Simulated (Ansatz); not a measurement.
# MoO5: the cost of one run

Method: the levels named in each step, in Ansatz 0.2.0.

### 1 Starting point

Bond lengths: O1–O2 1.302 Å, O1–Mo3 1.937 Å, O2–Mo3 1.937 Å, Mo3–O4 1.673 Å, Mo3–O5 1.670 Å, Mo3–O6 1.651 Å. Angles: O1–O2–Mo3 70.3°, O2–O1–Mo3 70.4°, O1–Mo3–O2 39.3°, O1–Mo3–O4 128.0°, O1–Mo3–O5 94.0°, O1–Mo3–O6 106.7°, O2–Mo3–O4 93.7°, O2–Mo3–O5 125.0°, O2–Mo3–O6 109.3°, O4–Mo3–O5 103.9°, O4–Mo3–O6 110.6°, O5–Mo3–O6 112.0°.

Coordinates:

```xyz
6

O     1.7724    0.0100    0.0330
O     1.2809   -0.7747    0.9483
Mo   -0.1620    0.0314   -0.0620
O    -1.2560   -0.0908    1.1972
O    -0.2379    1.6395   -0.5048
O    -0.5878   -0.9722   -1.3022
```

### 2 A rough first relaxation, PBE-D4/def2-SVPD

File input.yaml:

```yaml
crystal:
  periodic: [false, false, false]
  atoms:
    - { symbol: O, position_ang: [1.77235, 0.01002, 0.03299] }
    - { symbol: O, position_ang: [1.28092, -0.77474, 0.94831] }
    - { symbol: Mo, position_ang: [-0.16201, 0.03138, -0.06197] }
    - { symbol: O, position_ang: [-1.256, -0.09079, 1.19723] }
    - { symbol: O, position_ang: [-0.23792, 1.63951, -0.50478] }
    - { symbol: O, position_ang: [-0.58783, -0.97216, -1.30216] }
magnetization:
  spin_polarized: true
  initial_magnetization: 2
basis:
  gaussian: { orbitals: def2-SVPD }
hamiltonian:
  xc: pbe
  dispersion: d4
relax:
  f_tol: 0.03
  max_steps: 200
```

Command:

```sh
$ ansatz run input.yaml --threads 4 --pin off --max-ram 10240MiB --backend cpu --events-out ev --progress --plain --runs-dir out
```

What time and memory should one allow on 4 threads of Intel Xeon Platinum 8259CL at 2.50GHz (Skylake/Cascade Lake), shared host?

About 2.1 min, with a peak of 0.49 GiB.
